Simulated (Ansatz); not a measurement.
AsN (charge -1), a test of scalar relativity

Program: Ansatz's Python interface.

The cells in order, each with its output:

In [1]:
```python
import ansatz as az
from ase import Atoms
import numpy as np
```

In [2]:
```python
params = {
    'xc': 'pbe',
    'charge': -1,
}
```

In [3]:
```python
atoms = Atoms(['As', 'N'], positions=[
    (0.0, 0.0, 0.0),
    (0.0, 0.0, 1.93),
])
geometry = az.Crystal.molecule_from_ase(atoms)

calculation = geometry.calculation()
calculation = calculation.functional(params['xc'])
calculation = calculation.charge(params['charge'])
calculation = calculation.spin('collinear', total=1).forces()
sets = {'none': 'cc-pVTZ', 'scalar': 'cc-pVTZ-DK'}
found = {kind: calculation.basis(gaussian=basis).pseudopotentials(relativity=kind).run().report for kind, basis in sets.items()}
for kind, each in found.items():
    dipole = 4.803205 * np.linalg.norm(each['charge_distribution']['dipole_moment_e_ang'])
    print(f'{kind:7s} E = {each["free_energy_ev"]:.4f} eV  dipole {dipole:.3f} D  largest force component {np.abs(each["forces_ev_ang"]).max():.4f} eV/A')
print(f'relativity lowers the total energy by {found["none"]["free_energy_ev"] - found["scalar"]["free_energy_ev"]:.3f} eV')
```
```text
none    E = -62320.2238 eV  dipole 2.794 D  largest force component 4.3619 eV/A
scalar  E = -62998.6245 eV  dipole 2.849 D  largest force component 4.3393 eV/A
relativity lowers the total energy by 678.401 eV
```

What to keep in mind:
- Total energies depend on the basis set; only differences at equal settings carry meaning.
- The geometry is a force-field or estimated start, not a minimum of this method. The basis set changes with the Hamiltonian (a set recontracted for scalar relativity), and most of the change in the total lies in the cores.
- The species is open-shell (spin multiplicity 2).
- An ion's dipole depends on the origin; the program takes it about the centre of nuclear charge.
- The spin state was assumed, and another may lie lower.
- Anions want diffuse functions, which this basis lacks.
- Wall time of the script: 6.2 s on 1 thread of Arm Neoverse V2, on a shared host, peak memory 0.2 GiB.
